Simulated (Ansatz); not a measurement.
Working through a conversion between chain and input file of BaTbEuSbO6, space group F-43m

Program: the Ansatz DFT code, driven from Python.

The script reads `input.yaml`:
```yaml
crystal:
  lattice:
    - [0.0, 4.238306, 4.238306]
    - [4.238306, 0.0, 4.238306]
    - [4.238306, 4.238306, 0.0]
  atoms:
    - { symbol: Ba, position: [0.25, 0.25, 0.25] }
    - { symbol: Tb, position: [0.5, 0.5, 0.5], spin: 4.2 }
    - { symbol: Eu, position: [0.75, 0.75, 0.75], spin: -4.9 }
    - { symbol: Sb, position: [0.0, 0.0, 0.0] }
    - { symbol: O, position: [0.763509, 0.236491, 0.236491] }
    - { symbol: O, position: [0.236491, 0.763509, 0.763509] }
    - { symbol: O, position: [0.763509, 0.763509, 0.236491] }
    - { symbol: O, position: [0.236491, 0.236491, 0.763509] }
    - { symbol: O, position: [0.236491, 0.763509, 0.236491] }
    - { symbol: O, position: [0.763509, 0.236491, 0.763509] }
magnetization:
  spin_polarized: true
kpoints:
  mp_grid: { grid: [5, 5, 5] }
hamiltonian:
  xc: pbe
scf:
  occupations: { method: fermi_dirac, width: 0.05 }
output:
  forces: true
```

Run as a notebook:

```python
import ansatz as az
```

```python
setup = az.Calculation.from_yaml('input.yaml')
print(setup.to_python())
```

    (
        az.Lattice.of(((0.0, 4.238306, 4.238306), (4.238306, 0.0, 4.238306), (4.238306, 4.238306, 0.0)))
        .atom("Ba", (0.25, 0.25, 0.25))
        .atom("Tb", (0.5, 0.5, 0.5), moment=4.2)
        .atom("Eu", (0.75, 0.75, 0.75), moment=-4.9)
        .atom("Sb", (0.0, 0.0, 0.0))
        .atom("O", (0.763509, 0.236491, 0.236491))
        .atom("O", (0.236491, 0.763509, 0.763509))
        .atom("O", (0.763509, 0.763509, 0.236491))
        .atom("O", (0.236491, 0.236491, 0.763509))
        .atom("O", (0.236491, 0.763509, 0.236491))
        .atom("O", (0.763509, 0.236491, 0.763509))
        .calculation()
        .kpoints(5, 5, 5)
        .functional("pbe")
        .spin("collinear")
        .occupations(method="fermi_dirac", width=0.05)
        .forces()
    )

The input is only written out: it wasn't run, and its settings aren't tested. The structure comes from a database and needn't be a stable phase.
